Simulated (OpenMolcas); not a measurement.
# One shape, several levels: singlet CaI+

We compute a comparison of 6 runs (HF/3-21G, HF/def2-TZVPP, B2PLYP/def2-TZVPP, B3LYP/def2-TZVPP, PBE/def2-TZVPP, TPSS/def2-TZVPP) of singlet CaI+. 

Program for the calculation: OpenMolcas 26.06.

## Step 1: The structure to begin with

CaI+ has 2 atoms, charge +1, and is taken as a singlet. SMILES of the parent species: `[Ca][I]`. Geometry: relaxed at PBE0-D4/def2-TZVP. That shape belongs to the parent species and isn't relaxed for this state.

Bond lengths: Ca1–I2 2.825 Å.

## Step 2: A single-point energy at HF/3-21G (run 1)

The input, geom.xyz:

```xyz
2

Ca     0.000000     0.000000     0.051180
I      0.000000     0.000000     2.876020
```

The input, test.inp:

```
* CaI Hartree-Fock
>>> EXPORT MOLCAS_PRINT=2
&GATEWAY
BasLib=$CurrDir
Coord=geom.xyz
Basis=3-21G
Group=NoSym
&SEWARD
&SCF
Charge=1
Thresholds=1e-10 1e-07 1e-07 1e-05
PrOrbitals=1 1
```

The basis set 3-21G is read from a file made from the Basis Set Exchange's data (not shown).

Started as:

```bash
export MOLCAS_MEM=1860
pymolcas test.inp > test.log
```

Output:

```text
--- Start Module: gateway ---
[...]
--- Stop Module: gateway /rc=_RC_ALL_IS_WELL_ ---
--- Start Module: seward ---
[...]
      Basis functions           48
--- Stop Module: seward /rc=_RC_ALL_IS_WELL_ ---
--- Start Module: scf ---
[...]
       Convergence after  15 Iterations
[...]
::    Total SCF energy                              -7560.5505418315
[...]
      Total spin, S                                     0.0000000000
[...]
      Total electronic charge=   72.000000
      Total            charge=    1.000000
[...]
      Dipole Moment (debye):
      Origin of the operator (angstrom)=    0.0000    0.0000    2.1995
                   X= -2.2911E-16               Y= -2.8838E-15               Z= -1.8787E+01           Total=  1.8787E+01
      Center of Charge (angstrom)
[...]
--- Stop Module: scf /rc=_RC_ALL_IS_WELL_ ---
[...]
```

Wall time 2 s (1 thread of Arm Neoverse V1, shared host); peak memory 0.38 GiB.

## Step 3: A single-point energy at HF/def2-TZVPP (core potential) (run 2)

The input, coord.xyz:

```xyz
2

Ca     0.000000     0.000000     0.051180
I      0.000000     0.000000     2.876020
```

The input, job.input:

```
>>> EXPORT MOLCAS_PRINT=2

&GATEWAY
  BasLib
  $CurrDir
  Coord
  coord.xyz
  Basis
  def2-TZVPP
  Group
  NoSym

&SEWARD

&SCF
  Charge
  1
  Thresholds
  1e-10 1e-07 1e-07 1e-05
  PrOrbitals
  1 2
```

The basis set def2-TZVPP is read from a file made from the Basis Set Exchange's data (not shown).

Started as:

```bash
export MOLCAS_MEM=1860
pymolcas job.input > job.log
```

Output:

```text
--- Start Module: gateway ---
[...]
--- Stop Module: gateway /rc=_RC_ALL_IS_WELL_ ---
--- Start Module: seward ---
[...]
      Basis functions           86
--- Stop Module: seward /rc=_RC_ALL_IS_WELL_ ---
[...]
--- Start Module: scf ---
[...]
       Convergence after  17 Iterations
[...]
::    Total SCF energy                               -973.2903723980
[...]
      Total spin, S                                     0.0000000000
[...]
      Total electronic charge=   44.000000
      Total            charge=    1.000000
[...]
      Dipole Moment (debye):
      Origin of the operator (angstrom)=    0.0000    0.0000    2.1995
                   X=  1.9295E-15               Y=  2.7037E-15               Z= -1.6545E+01           Total=  1.6545E+01
      Center of Charge (angstrom)
[...]
--- Stop Module: scf /rc=_RC_ALL_IS_WELL_ ---
[...]
```

Run time: 4.5 s. Hardware: 1 thread of Arm Neoverse V1, shared host; peak memory 0.47 GiB.

Runs 3 to 5 aren't shown in full; the table further down has their settings and results.

## Step 4: A single-point energy at TPSS/def2-TZVPP (core potential) (run 6)

coord.xyz is that of step 3.

The input, job.input:

```
&GATEWAY
 BasLib
 $CurrDir
 Coord
 coord.xyz
 Basis
 def2-TZVPP
 Group
 NoSym

&SEWARD
 GridInput
 Grid=UltraFine
 End of Grid

&SCF
 Charge
 1
 KSDFT
 2
 1.0 MGGA_X_TPSS
 1.0 MGGA_C_TPSS
 Thresholds
 1e-10 1e-07 1e-07 1e-05
 PrOrbitals
 1 2
```

The basis set def2-TZVPP is read from a file made from the Basis Set Exchange's data (not shown).

Started as:

```bash
export MOLCAS_MEM=1860
pymolcas job.input > job.log
```

Output:

```text
--- Start Module: gateway ---
[...]
--- Stop Module: gateway /rc=_RC_ALL_IS_WELL_ ---
--- Start Module: seward ---
[...]
      Basis functions           86
--- Stop Module: seward /rc=_RC_ALL_IS_WELL_ ---
[...]
--- Start Module: scf ---
[...]
       Convergence after  20 Iterations
[...]
::    Total KS-DFT energy                            -975.0450425297
[...]
      Total spin, S                                     0.0000000000
[...]
      Total electronic charge=   44.000000
      Total            charge=    1.000000
[...]
      Dipole Moment (debye):
      Origin of the operator (angstrom)=    0.0000    0.0000    2.1995
                   X= -3.4122E-15               Y= -7.4460E-16               Z= -1.4484E+01           Total=  1.4484E+01
      Center of Charge (angstrom)
[...]
--- Stop Module: scf /rc=_RC_ALL_IS_WELL_ ---
[...]
```

Wall time 17 s (1 thread of Arm Neoverse V1, shared host); peak memory 0.47 GiB.

## Step 5: The series

```csv
run,level,frozen core orbitals,integration grid,energy (Eh),HOMO energy (eV),LUMO energy (eV),HOMO–LUMO gap (eV),wall time
1,HF/3-21G,–,–,-7560.550542,-13.06,-6.11,6.95,2 s
2,HF/def2-TZVPP (core potential),–,–,-973.290372,-13.28,-5.55,7.72,4.5 s
3,B2PLYP/def2-TZVPP (core potential),9,UltraFine,-974.812841,-11.91,-6.85,5.06,11 s
4,B3LYP/def2-TZVPP (core potential),–,UltraFine,-975.240625,-11.00,-7.75,3.25,12 s
5,PBE/def2-TZVPP (core potential),–,UltraFine,-974.894639,-10.28,-8.00,2.28,14 s
6,TPSS/def2-TZVPP (core potential),–,UltraFine,-975.045043,-10.29,-7.81,2.48,17 s
```

## Step 6: Summary of results

```
            quantity          value
 run 6: total energy  -975.04504 Eh
  run 6: HOMO energy      -10.29 eV
  run 6: LUMO energy       -7.81 eV
run 6: HOMO–LUMO gap        2.48 eV
```

What this shows: The HOMO–LUMO gap runs from 2.28 eV (PBE/def2-TZVPP) to 7.72 eV (HF/def2-TZVPP). Exact exchange widens orbital gaps. For B2PLYP the log adds the whole second-order term; the table takes 0.27 of it, as the functional is defined. Totals of different functionals can't be ranked against each other. Some runs of one species differ in core potentials or relativity; totals across that change don't compare. In run 1 relativity is left out where basis or elements ask for it. All runs together took 60 s, the longest 17 s.
